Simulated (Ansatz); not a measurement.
**In4P4 wurtzite atom sphere (In₄P₄H₁₄): reading failed and doubtful runs**

Aim: try 2 inputs for In4P4 wurtzite atom sphere (In₄P₄H₁₄) as typed, read how each ends, and find what has to change.

Computed with Ansatz 0.2.0, Gaussian basis. Level: the settings change from run to run.

1 further run of the same task is left out (set aside as unsound or not needed).

## Step 1: The molecule

An earlier PBE-D4/def2-SVP relaxation fixed the geometry. In takes a core potential in def2 sets; no spin-orbit term is included.

22 atoms, charge 0, spin multiplicity 1.

Atoms are counted from 1 here; the program's logs count them from 0.

Bond lengths: In1–P2 2.714 Å, In1–P4 2.602 Å, In1–H9 1.739 Å, In1–H10 1.739 Å, P2–In6 2.595 Å, P2–H11 1.432 Å, P2–H12 1.432 Å, In3–P4 2.602 Å, In3–P5 2.714 Å, In3–H13 1.739 Å, In3–H14 1.739 Å, P4–In7 2.602 Å, P4–H15 1.437 Å, P5–In6 2.595 Å, P5–H16 1.432 Å, P5–H17 1.432 Å, In6–P8 2.595 Å, In6–H18 1.735 Å and more. Angles: P2–In1–P4 94.9°, P2–In1–H9 102.2°, P2–In1–H10 102.2°, P4–In1–H9 111.0°, P4–In1–H10 111.0°, H9–In1–H10 128.7°, In1–P2–In6 124.8°, In1–P2–H11 111.4°, In1–P2–H12 111.5°, In6–P2–H11 104.3°, In6–P2–H12 104.3°, H11–P2–H12 96.8°, P4–In3–P5 94.9°, P4–In3–H13 111.0°, P4–In3–H14 111.0°, P5–In3–H13 102.1°, P5–In3–H14 102.2°, H13–In3–H14 128.7° and more.

## Step 2: Input 1

The input, in.yaml:

```yaml
crystal:
  periodic: [false, false, false]
  atoms:
    - {symbol: In, position_ang: [-2.218645, -1.273621, -1.511013]}
    - {symbol: P, position_ang: [-1.965634, -1.136675, 1.187698]}
    - {symbol: In, position_ang: [2.209356, -1.285455, -1.515601]}
    - {symbol: P, position_ang: [-0.001752, -0.004418, -2.004821]}
    - {symbol: P, position_ang: [1.971778, -1.133392, 1.183638]}
    - {symbol: In, position_ang: [0.003501, 0.006016, 2.433261]}
    - {symbol: In, position_ang: [0.003175, 2.552109, -1.521472]}
    - {symbol: P, position_ang: [0.000095, 2.277380, 1.178546]}
    - {symbol: H, position_ang: [-2.042345, -2.977526, -1.810305]}
    - {symbol: H, position_ang: [-3.597107, -0.254332, -1.802502]}
    - {symbol: H, position_ang: [-2.057585, -2.433492, 1.788284]}
    - {symbol: H, position_ang: [-3.137899, -0.584440, 1.797425]}
    - {symbol: H, position_ang: [2.018864, -2.989790, -1.803914]}
    - {symbol: H, position_ang: [3.593398, -0.278003, -1.821152]}
    - {symbol: H, position_ang: [-0.002966, -0.007472, -3.441464]}
    - {symbol: H, position_ang: [2.073510, -2.426423, 1.790774]}
    - {symbol: H, position_ang: [3.144638, -0.571943, 1.783722]}
    - {symbol: H, position_ang: [0.004877, 0.009395, 4.168009]}
    - {symbol: H, position_ang: [-1.563479, 3.244891, -1.820891]}
    - {symbol: H, position_ang: [1.572327, 3.239967, -1.819061]}
    - {symbol: H, position_ang: [-1.074853, 3.009611, 1.777902]}
    - {symbol: H, position_ang: [1.066728, 3.017600, 1.782940]}
basis:
  gaussian: {orbitals: def2-mTZVPP}
magnetization: {spin_polarized: true, initial_magnetization: 1}
hamiltonian: {xc: {name: CAM-B3LYP}, dispersion: d4, pseudopotentials: {relativity: none}}
```

Started as:

```console
$ ansatz run in.yaml --threads 2 --pin off --events-out ev --progress --plain --max-ram 32768MiB --backend cuda --devices 0, --max-vram 18GiB
```

Log:

```text
Error: a molecule whose nuclei and cores have a total charge of 158 cannot have a net charge of 0 together with 1 unpaired electrons
```

Run time: 0.05 s. Hardware: 1 × H100 (card shared with other runs) with 2 threads of AMD EPYC 7R13, shared host.

What is wrong: The program refused the input. The number of unpaired electrons doesn't fit the electron count. Cure: make charge and initial_magnetization agree: an even electron count takes an even number of unpaired electrons.

## Step 3: Input 2

The input, in.yaml:

```yaml
crystal:
  periodic: [false, false, false]
  atoms:
    - {symbol: In, position_ang: [-2.218645, -1.273621, -1.511013]}
    - {symbol: P, position_ang: [-1.965634, -1.136675, 1.187698]}
    - {symbol: In, position_ang: [2.209356, -1.285455, -1.515601]}
    - {symbol: P, position_ang: [-0.001752, -0.004418, -2.004821]}
    - {symbol: P, position_ang: [1.971778, -1.133392, 1.183638]}
    - {symbol: In, position_ang: [0.003501, 0.006016, 2.433261]}
    - {symbol: In, position_ang: [0.003175, 2.552109, -1.521472]}
    - {symbol: P, position_ang: [0.000095, 2.277380, 1.178546]}
    - {symbol: H, position_ang: [-2.042345, -2.977526, -1.810305]}
    - {symbol: H, position_ang: [-2.007585, -2.383492, 1.838284]}
    - {symbol: H, position_ang: [-2.057585, -2.433492, 1.788284]}
    - {symbol: H, position_ang: [-3.137899, -0.584440, 1.797425]}
    - {symbol: H, position_ang: [2.018864, -2.989790, -1.803914]}
    - {symbol: H, position_ang: [3.593398, -0.278003, -1.821152]}
    - {symbol: H, position_ang: [-0.002966, -0.007472, -3.441464]}
    - {symbol: H, position_ang: [2.073510, -2.426423, 1.790774]}
    - {symbol: H, position_ang: [3.144638, -0.571943, 1.783722]}
    - {symbol: H, position_ang: [0.004877, 0.009395, 4.168009]}
    - {symbol: H, position_ang: [-1.563479, 3.244891, -1.820891]}
    - {symbol: H, position_ang: [1.572327, 3.239967, -1.819061]}
    - {symbol: H, position_ang: [-1.074853, 3.009611, 1.777902]}
    - {symbol: H, position_ang: [1.066728, 3.017600, 1.782940]}
basis:
  gaussian: {orbitals: def2-TZVP, fitting: {mean_field: def2-universal-jkfit}, point_charges: [{charge: -1.00, position_ang: [7.254, 0.804, -0.385]}]}
hamiltonian: {xc: {name: HF}}
correlation: {method: rpa}
```

Same command.

Log (excerpt; [...] marks lines left out):

```text
Functional definition: HF
  name "HF"
  cite "Fock, Z. Phys. 61, 126 (1930) doi:10.1007/BF01340294"
  parent pbe
[...]
1636 factors; integrals over basis functions are off by at most 6.5e-1 eV
[...]
mean field -57778.09780741 eV, -2123.3059310211 hartree, gradient 2.8e-6 eV, S^2 0.000000; 1 other end points of the search recorded, 0 dependent functions left out; unrestricted orbitals would lower it
[...]
unrestricted determinant -57779.16084343 eV, -2123.3449968741 hartree, S^2 0.9663
36 core orbitals not correlated: weight in the atoms' cores, before any rotation towards them, 1.000 or more for the frozen orbitals, at most 0.000 for the correlated occupied ones
reference -57778.09780741 eV, -2123.3059310211 hartree; 43, 43 occupied and 353, 353 virtual orbitals, 1636 factors
Total energy: -57832.86372930 eV, -2125.3185415286 hartree
```

Run time: 17 s. Hardware: 1 × H100 (card shared with other runs) with 2 threads of AMD EPYC 7R13, shared host; peak host memory 1.9 GiB.

What is wrong: It ended without an error, which proves nothing about the input. One atom was put on top of another. The shortest distance is 0.09 Å (H10–H11), against 1.43 Å in the relaxed molecule. Its energy is no property of the relaxed molecule. Fix: restore the atom's position, and remove the point charge.

## Step 4: Summary

| input | level | ended | cause | time |
| --- | --- | --- | --- | --- |
| 1 | CAM-B3LYP/def2-mTZVPP | refused | the number of unpaired electrons doesn't fit the electron count | 0.05 s |
| 2 | RPA/def2-TZVP | converged | one atom was put on top of another | 17 s |

**Reading.** 1 refused, 1 converged. A refusal costs next to no computing time. The dangerous case is the input that converges on a wrong geometry, charge, spin, basis or grid: often only a look at the input shows it.
